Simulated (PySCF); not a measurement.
# ClH3Sn: the cost of one run

Method: levels as typed in each script, gas phase, geometry from GFN2-xTB; program: PySCF 2.14.0.

### Step 1. The system as given

SMILES `Cl[SnH3]`, 5 atoms, charge 0, spin multiplicity 1.

Bond lengths: Cl1–Sn2 2.281 Å, Sn2–H3 1.674 Å, Sn2–H4 1.673 Å, Sn2–H5 1.674 Å. Angles: Cl1–Sn2–H3 108.2°, Cl1–Sn2–H4 108.3°, Cl1–Sn2–H5 108.2°, H3–Sn2–H4 110.7°, H3–Sn2–H5 110.7°, H4–Sn2–H5 110.7°.

Coordinates:

```mol
ClH3Sn
  3D, bonds by distance, orders not assigned

  5  4  0  0  0  0  0  0  0  0999 V2000
   -1.7493    0.0000   -0.0001 Cl  0  0
    0.5315    0.0000    0.0000 Sn  0  0
    1.0534    1.3703    0.8081 H   0  0
    1.0562    0.0147   -1.5890 H   0  0
    1.0534   -1.3850    0.7826 H   0  0
  1  2  8  0
  2  3  8  0
  2  4  8  0
  2  5  8  0
M  END
```

### Step 2. Density, bond paths and surface potential (PBE0/def2-tzvp)

File input.py:

```python
import numpy as np
from pyscf import gto, scf, dft
from pyscf.scf import atom_ks, atom_hf
from scipy.linalg import block_diag

def solve(mol, dm0=None, hcore=None):
    mf = (dft.UKS if mol.spin else dft.RKS)(mol, xc='pbe0')
    mf.grids.level = 3
    mf = mf.density_fit(auxbasis='def2-universal-jkfit')
    mf.conv_tol, mf.max_cycle = 1e-8, 80
    if hcore is not None:
        mf.get_hcore = lambda *args: hcore
    mf.kernel(dm0)
    if not mf.converged:
        mf = mf.newton().run(mf.mo_coeff, mf.mo_occ, max_cycle=30)
    assert mf.converged, 'SCF not converged'
    return mf

mol = gto.M(atom='''
Cl    -1.74935     0.00000    -0.00009
Sn     0.53152     0.00000     0.00000
H      1.05341     1.37029     0.80810
H      1.05616     0.01470    -1.58901
H      1.05337    -1.38501     0.78265
''', basis='def2-tzvp', ecp={'Sn': 'def2-tzvp'}, charge=0, spin=0, verbose=4)
mf = solve(mol)
mf.analyze()
# spherically averaged free atoms, for the promolecule
atom_ks.AtomSphAverageRKS.init_guess_by_vsap = lambda self, mol=None: self.init_guess_by_minao(mol)  # core potentials
atm = atom_ks.get_atm_nrks(mol, xc='pbe0')
pro = block_diag(*[(atm[a[0]][2] * atm[a[0]][3]) @ atm[a[0]][2].T for a in mol._atom])
np.savez('result.npz', e=mf.e_tot, c=mf.mo_coeff, occ=mf.mo_occ, eps=mf.mo_energy, pro=pro, dip=mf.dip_moment(verbose=0), s2=mf.spin_square()[0])
```

Run with:

```bash
> OMP_NUM_THREADS=1 python input.py
```

**Question.** How long does this run take on 1 thread of Arm Neoverse V2, shared host, and how much memory does it need?

About 7.4 s, with a peak of 0.42 GiB.
